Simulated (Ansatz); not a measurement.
Crystal: Mg6NbCo.

```
Nb Co Mg
1.0
     4.72520    0.00000    0.00000
     0.00000    2.98377    5.50181
     0.00000   -2.98377    5.50181
Nb Co Mg
1 1 6
Direct
  0.50000 0.69294 0.69294
  0.00000 0.80054 0.80054
  0.50000 0.16881 0.16881
  0.50000 0.16590 0.68185
  0.50000 0.68185 0.16590
  0.00000 0.32615 0.32615
  0.00000 0.34235 0.82146
  0.00000 0.82146 0.34235
```

The cell comes from a database or a generator and needn't be the stable form of this composition.

* Program: Ansatz 0.2.0
* Task: single point
* Functional: PBE
* Potentials or basis: Ansatz PAW
* Cutoff: 420 eV (not typed: the program's choice for these potentials)
* k mesh: 6 × 5 × 5
* Occupations: fermi-dirac, width 0.05 eV
* Spin: collinear spin, ferromagnetic start
* Starting moments: [0.0, 2.0, 0.0, 0.0, 0.0, 0.0, 0.0, 0.0] μB

On this cell: pressure -0.2 GPa; largest force 0.030 eV/Å; net moment 0.60 μB per cell; site moments Nb -0.11; Co +0.74; Mg +0.02, -0.00, +0.00 μB; band gap on the k mesh none (metal or under the smearing width).

The same run follows on a disturbed copy (atoms moved at random, drawn with an rms of 0.05 Å):

```
Nb Co Mg
1.0
     4.72520    0.00000    0.00000
     0.00000    2.98377    5.50181
     0.00000   -2.98377    5.50181
Nb Co Mg
1 1 6
Direct
  0.52115 0.67868 0.69884
  0.00204 0.80504 0.79802
  0.49737 0.16413 0.17194
  0.50077 0.16343 0.68028
  0.50224 0.67899 0.17252
  0.00793 0.32820 0.32222
  0.00176 0.34141 0.82302
  0.99958 0.82376 0.35194
```

Question: What changes?

Answer: The energy (extrapolated to zero smearing) moves by +7.1 meV/atom; pressure 0.0 GPa; largest force 0.766 eV/Å; net moment 0.71 μB per cell; site moments Nb -0.11; Co +0.86; Mg +0.02, -0.00, +0.00 μB; band gap on the k mesh none (metal or under the smearing width).

Forces on the atoms (eV/Å):
```
Nb  -0.520  0.176  0.535
Co   0.049 -0.072 -0.169
Mg   0.202 -0.079 -0.033
Mg   0.106 -0.133 -0.009
Mg   0.060  0.099 -0.035
Mg  -0.223  0.071  0.116
Mg   0.137 -0.100 -0.184
Mg   0.188  0.037 -0.223
```

Stress tensor (GPa, compression positive):
```
 0.11 -0.02 -0.63
-0.02  0.17  0.39
-0.63  0.39 -0.29
```
